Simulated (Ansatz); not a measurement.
# CH6AlFGe: one species, many methods

Aim: compute CH6AlFGe with functionals from several rungs and with coupled cluster. The yardstick is the atomisation energy at the CCSD(T) limit.

The runs use Ansatz 0.2.0, Gaussian basis; functionals in def2-TZVPP, the program's frozen cores in correlated methods.

Plan: LDA (SPW92), PBE-D4, revPBE-D4, BLYP-D4, r2SCAN-D4, B97M-V, PBE0-D4, B3LYP-D4, r2SCANh-D4, r2SCAN0-D4, HSE06-D4, BHLYP-D4, CAM-B3LYP-D4, LC-ωPBE, ωB97X-V, ωB97M-V, B2PLYP, PBE-QIDH; CCSD(T)/def2-SVP; CCSD(T)/def2-TZVPP; MP2/def2-QZVPP; extrapolation to the limit; RPA on PBE.

### Step 1. The geometry

All runs share one geometry, relaxed beforehand with PBE0-D4 in a triple-zeta def2 set.

SMILES `[CH3][Al]([F])[GeH3]`, 10 atoms, charge 0, spin multiplicity 1.

Atoms are counted from 1 here; the program's logs count them from 0.

Bond lengths: C1–Al2 1.940 Å, C1–H5 1.095 Å, C1–H6 1.095 Å, C1–H7 1.092 Å, Al2–F3 1.656 Å, Al2–Ge4 2.472 Å, Ge4–H8 1.541 Å, Ge4–H9 1.541 Å, Ge4–H10 1.541 Å. Angles: Al2–C1–H5 110.6°, Al2–C1–H6 110.5°, Al2–C1–H7 112.5°, H5–C1–H6 106.7°, H5–C1–H7 108.2°, H6–C1–H7 108.0°, C1–Al2–F3 117.4°, C1–Al2–Ge4 127.9°, F3–Al2–Ge4 114.7°, Al2–Ge4–H8 111.7°, Al2–Ge4–H9 111.8°, Al2–Ge4–H10 112.3°, H8–Ge4–H9 106.7°, H8–Ge4–H10 107.0°, H9–Ge4–H10 107.0°.

### Step 2. LDA

This LDA is Slater exchange with PW92 correlation.

The input, in.yaml:

```yaml
crystal:
  periodic: [false, false, false]
  atoms:
    - {symbol: C, position_ang: [0.083568, 1.497300, -1.299866]}
    - {symbol: Al, position_ang: [0.742945, 0.230794, 0.013924]}
    - {symbol: F, position_ang: [2.345847, 0.320206, 0.421586]}
    - {symbol: Ge, position_ang: [-0.525960, -1.537260, 1.186655]}
    - {symbol: H, position_ang: [0.648510, 1.413865, -2.233764]}
    - {symbol: H, position_ang: [0.215145, 2.524049, -0.943254]}
    - {symbol: H, position_ang: [-0.974682, 1.351344, -1.528092]}
    - {symbol: H, position_ang: [0.048132, -2.938097, 0.899463]}
    - {symbol: H, position_ang: [-0.490363, -1.348015, 2.715439]}
    - {symbol: H, position_ang: [-2.010041, -1.565287, 0.770809]}
basis:
  gaussian: {orbitals: def2-TZVPP}
hamiltonian: {xc: lda}
output: {orbitals: {seedname: orbitals}}
```

Run with:

```console
$ ansatz run in.yaml --threads 4 --pin off --events-out ev --progress --plain --max-ram 10444MiB
```

Further steps of the session: PBE-D4 (GGA); revPBE-D4 (GGA); BLYP-D4 (GGA); r2SCAN-D4 (meta-GGA); B97M-V (meta-GGA); B3LYP-D4 (hybrid); r2SCANh-D4 (hybrid); r2SCAN0-D4 (hybrid); HSE06-D4 (hybrid); BHLYP-D4 (hybrid); CAM-B3LYP-D4 (range-separated); LC-ωPBE (range-separated); ωB97X-V (range-separated); ωB97M-V (range-separated); B2PLYP (double hybrid); PBE-QIDH (double hybrid); CCSD(T) in def2-SVP; CCSD(T) in def2-TZVPP; MP2 in def2-QZVPP; RPA on PBE orbitals.

Q: Predict the results of all the runs planned. Wanted: atomisation energy, CCSD(T)/CBS; farthest beyond LDA; mean size of error, GGA; mean size of error, meta-GGA; mean size of error, hybrid; mean size of error, range-separated; mean size of error, double hybrid; gap, smallest and largest; T1 diagnostic.

As calculated:

```
                               quantity                                                                  value
        atomisation energy, CCSD(T)/CBS                                                          3288.8 kJ/mol
 functionals within 32.9 kJ/mol (1.0 %)  PBE-D4, r2SCAN-D4, B97M-V, r2SCANh-D4, CAM-B3LYP-D4, ωB97X-V, ωB97M-V
                    farthest beyond LDA                                                BHLYP-D4 (-93.2 kJ/mol)
                mean size of error, GGA                                                            54.4 kJ/mol
           mean size of error, meta-GGA                                                             8.5 kJ/mol
             mean size of error, hybrid                                                            48.4 kJ/mol
    mean size of error, range-separated                                                            18.7 kJ/mol
      mean size of error, double hybrid                                                            50.9 kJ/mol
              gap, smallest and largest                              4.29 eV (LDA (SPW92)), 10.82 eV (LC-ωPBE)
                          T1 diagnostic                                                                 0.0122
triples share of the correlation energy                                                                  3.2 %
```

The LDA atomisation energy is off by 372.6 kJ/mol (11 %): it overbinds. PBE-D4 misses by -17.8 kJ/mol. Double hybrids carry the basis error of their MP2 part in triple zeta, and no dispersion term here, so their miss is partly the set-up's. The rungs meta-GGA, range-separated miss on average by less than the doubt on the reference (32.9 kJ/mol), so they tie. Misses under about 32.9 kJ/mol are within the doubt on the reference itself, which lacks core-valence correlation, relativity and higher excitations, and its outer-core shells are covered unevenly. Hartree-Fock recovers 75 % of the binding; the rest is correlation. CCSD(T) in def2-SVP is off by -188.0 kJ/mol, worse than the median functional, from the basis alone. The gap grows from 4.3 to 10.8 eV across the functionals, mostly with the share of exact exchange. Correlated methods include outer-core shells of Ge, which these sets cover unevenly.
